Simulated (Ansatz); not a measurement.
I need a rigid scan of one bond angle of CH6SiTe, SMILES C[SiH2][TeH]. Use Ansatz 0.2.0 through its Python package. Use (for the species named): PBE0, def2-SVP basis, multiplicity 1.

```xyz
9

C    -0.7296    0.6647   -0.5516
Si    0.3910   -0.7215   -0.3051
Te    1.9202   -0.1733    1.5403
H    -1.4021    0.4797   -1.3948
H    -0.1973    1.6135   -0.8375
H    -1.3546    0.9031    0.3663
H     1.1880   -0.9517   -1.5329
H    -0.3343   -1.9083    0.0302
H     0.6071    0.0475    2.6681
```

`bend_ch6site.py`
```python
import ansatz as az
from ase import Atoms

BASIS_SET = "def2-SVP"
XC = "pbe0"
FMAX = 0.02

atoms = Atoms(["C", "Si", "Te", "H", "H", "H", "H", "H", "H"], positions=[
    [-0.7296, 0.6647, -0.5516],
    [0.391, -0.7215, -0.3051],
    [1.9202, -0.1733, 1.5403],
    [-1.4021, 0.4797, -1.3948],
    [-0.1973, 1.6135, -0.8375],
    [-1.3546, 0.9031, 0.3663],
    [1.188, -0.9517, -1.5329],
    [-0.3343, -1.9083, 0.0302],
    [0.6071, 0.0475, 2.6681],
])

first = (
    az.Crystal.molecule_from_ase(atoms).calculation()
    .basis(gaussian=BASIS_SET)
    .functional(XC)
    .relax(force_tolerance=FMAX, max_steps=80)
)
atoms.positions = first.run(threads=1, pin="off").report["positions_ang"]

rows = []
for angle in [85, 95, 105, 115, 125, 140, 160]:
    bent = atoms.copy()
    bent.set_angle(1, 2, 8, angle, indices=[8])
    model = (
        az.Crystal.molecule_from_ase(bent).calculation()
        .basis(gaussian=BASIS_SET)
        .functional(XC)
    )
    rows.append((angle, model.run(threads=1, pin="off").report["free_energy_ev"]))
floor = min(e for _, e in rows)
for angle, e in rows:
    print(f"angle Si1-Te2-H8 = {angle:3d} deg   {1000 * (e - floor):9.1f} meV")
```

```console
$ python bend_ch6site.py
angle Si1-Te2-H8 =  85 deg        16.3 meV
angle Si1-Te2-H8 =  95 deg         0.0 meV
angle Si1-Te2-H8 = 105 deg        79.8 meV
angle Si1-Te2-H8 = 115 deg       250.1 meV
angle Si1-Te2-H8 = 125 deg       503.5 meV
angle Si1-Te2-H8 = 140 deg      1016.1 meV
angle Si1-Te2-H8 = 160 deg      1836.4 meV
```

Reading the output:
- The scan is rigid, and the energies are electronic, in a modest basis. The zero is the lowest point of the grid, which needn't be the minimum.
- def2 sets replace the cores of elements past krypton by effective core potentials.
- Finished in 41 s on 1 thread of Arm Neoverse V2, with other jobs on the host, peak memory 0.26 GiB.
